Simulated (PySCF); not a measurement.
**C₄H₇BCl₂S: electronic excitations**

Wanted: the electronic excitations of C₄H₇BCl₂S (`CS/C=C/CB(Cl)Cl`), by calculation.

The runs use PySCF 2.14.0, with density-fitted response routines of our own; the level of theory stands in each step. All values are computed, except where a source is named. Atoms are numbered from 0 throughout.

**1. Starting geometry**

15 atoms, charge 0, multiplicity 1; geometry from: GFN2-xTB.

Bonds of the start (Å): C0–S1 1.81, S1–C2 1.75, C2–C3 1.33, C3–C4 1.50, C4–B5 1.59, B5–Cl6 1.71, B5–Cl7 1.72, C0–H8 1.09, C0–H9 1.09, C0–H10 1.09, C2–H11 1.08, C3–H12 1.08, C4–H13 1.09, C4–H14 1.10.

**2. Excited states and response: PBE0/def2-SVPD**

Job settings and geometry (Å):

```
{"job": {"kind": "uv", "xc": "PBE0", "basis": "def2-SVPD", "nstates": 8, "ntriplets": 3}, "charge": 0, "multiplicity": 1}
C     -2.689536     0.700165     0.210122
S     -2.058939    -0.395257     1.511053
C     -0.438897    -0.767766     0.971327
C      0.146571    -0.408289    -0.161757
C      1.567717    -0.759174    -0.497319
B      2.537005     0.496023    -0.651971
Cl     1.955255     2.101464    -0.498473
Cl     4.208424     0.257414    -0.983673
H     -2.758904     0.156963    -0.727529
H     -2.037232     1.563235     0.116339
H     -3.677828     1.011505     0.532446
H      0.070660    -1.366966     1.710536
H     -0.368725     0.187378    -0.898943
H      1.962402    -1.439358     0.262630
H      1.577614    -1.329348    -1.433666
```

With the program's defaults for keys left out, this is: TDDFT PBE0/def2-SVPD, vertical, gas phase, core orbitals frozen in the response.

Started as:

```sh
$ OMP_NUM_THREADS=1 python probes_run.py task.json out
```

The driver reads the jobs from task.json and runs them one after another.

What will the session give for the following? lowest singlet (PBE0/def2-SVPD); brightest single state of those computed; lowest triplet. Wanted: lowest singlet; brightest single state of those computed; lowest triplet.

The runs gave:

```
                                quantity                        value
         lowest singlet (PBE0/def2-SVPD)  3.81 eV (325 nm), f = 0.002
brightest single state of those computed  state 4, 5.69 eV, f = 0.373
                          lowest triplet                      3.66 eV
```

**Reading.** The first singlet state (HOMO→LUMO 0.99) lies at 3.81 eV and is weak; of the 8 states computed, the strongest absorption comes from state 4 at 5.69 eV. The lowest triplet lies 0.16 eV below the lowest singlet (triplets in Tamm-Dancoff, singlets in full TDDFT).
